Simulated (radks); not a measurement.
# V²⁺ inside a hard spherical wall

Aim: energy, levels and pressure of V²⁺ as a wall, at which all orbitals vanish, closes in. The configuration stays [Ar] 3d3.

Method: non-relativistic Kohn-Sham, r2SCAN, spin-polarised, spherical densities, point nucleus; open shells are filled with parallel spins first. Code: radks (a radial shooting solver on a logarithmic mesh, Libxc functionals) version 1.

**1. Starting point**

| Quantity | Value |
| --- | --- |
| element | vanadium (Z = 23) |
| charge | +2 |
| electrons | 21 |
| configuration | [Ar] 3d3 |

Outer shells as boxes (Hund's rule):

V²⁺
```
[Ar] core
3d [↑ ][↑ ][↑ ][  ][  ]
```

**2. The free atom**

Input:

```text
Z 23
configuration [Ar] 3d3 4s0 4p0 4d0
relativity non-relativistic
functional r2scan,r2scan
spin polarised
nucleus point
```

**3. Wall at 20 bohr**

Input: that of step 2 with these lines changed.

```diff
@@ -6 +6,2 @@
 nucleus point
+wall 20 bohr
```

**4. Wall at 15 bohr**

Input: that of step 3 with these lines changed.

```diff
@@ -6,2 +6,2 @@
 nucleus point
-wall 20 bohr
+wall 15 bohr
```

**5. Wall at 12 bohr**

Input: that of step 4 with these lines changed.

```diff
@@ -6,2 +6,2 @@
 nucleus point
-wall 15 bohr
+wall 12 bohr
```

**6. Wall at 10 bohr**

Input: that of step 5 with these lines changed.

```diff
@@ -6,2 +6,2 @@
 nucleus point
-wall 12 bohr
+wall 10 bohr
```

**7. Wall at 7 bohr**

Input: that of step 6 with these lines changed.

```diff
@@ -6,2 +6,2 @@
 nucleus point
-wall 10 bohr
+wall 7 bohr
```

**8. Wall at 6 bohr**

Input: that of step 7 with these lines changed.

```diff
@@ -6,2 +6,2 @@
 nucleus point
-wall 7 bohr
+wall 6 bohr
```

**9. Wall at 3 bohr**

Input: that of step 8 with these lines changed.

```diff
@@ -6,2 +6,2 @@
 nucleus point
-wall 6 bohr
+wall 3 bohr
```

**10. Wall at 2.5 bohr**

Input: that of step 9 with these lines changed.

```diff
@@ -6,2 +6,2 @@
 nucleus point
-wall 3 bohr
+wall 2.5 bohr
```

**11. Wall at 2 bohr**

Input: that of step 10 with these lines changed.

```diff
@@ -6,2 +6,2 @@
 nucleus point
-wall 2.5 bohr
+wall 2 bohr
```

What does the calculation give? Wanted: for each run, R; E − E(free); ε(3d); ε(4s, empty); ε(4p, empty); ε(4d, empty); pressure.

As calculated:

```tsv
R (bohr)	E − E(free) (eV)	ε(3d) (eV)	ε(4s, empty) (eV)	ε(4p, empty) (eV)	ε(4d, empty) (eV)	pressure (GPa)
free	0.000	-22.469	-17.373	-12.470	-	0
20	0.000	-22.469	-17.373	-12.470	-	< 0.0001
15	0.000	-22.469	-17.373	-12.470	-	< 0.0001
12	0.000	-22.469	-17.373	-12.470	-	< 0.0001
10	0.000	-22.469	-17.373	-12.468	-6.361	< 0.0001
7	0.001	-22.466	-17.334	-12.302	-5.196	0.00391
6	0.009	-22.445	-17.172	-11.880	-3.725	0.0446
3	4.616	-18.624	0.633	11.586	30.566	102
2.5	15.791	-13.231	22.895	36.586	57.758	570
2	63.867	1.694	80.549	96.688	115.45	4073
```

In words: Eigenvalues are for spin up. At the tightest wall, 2 bohr, the energy stands 63.867 eV above the free atom and the pressure, −dE/dV, is 4073 GPa. Of the levels in the table that exist at both ends, 4p (empty) rises most from the free atom (109.16 eV). From R = 2 bohr inwards the highest occupied level lies above zero, pushed up by confinement. Shells are not refilled when levels cross, and a hard wall is a model, not a crystal.
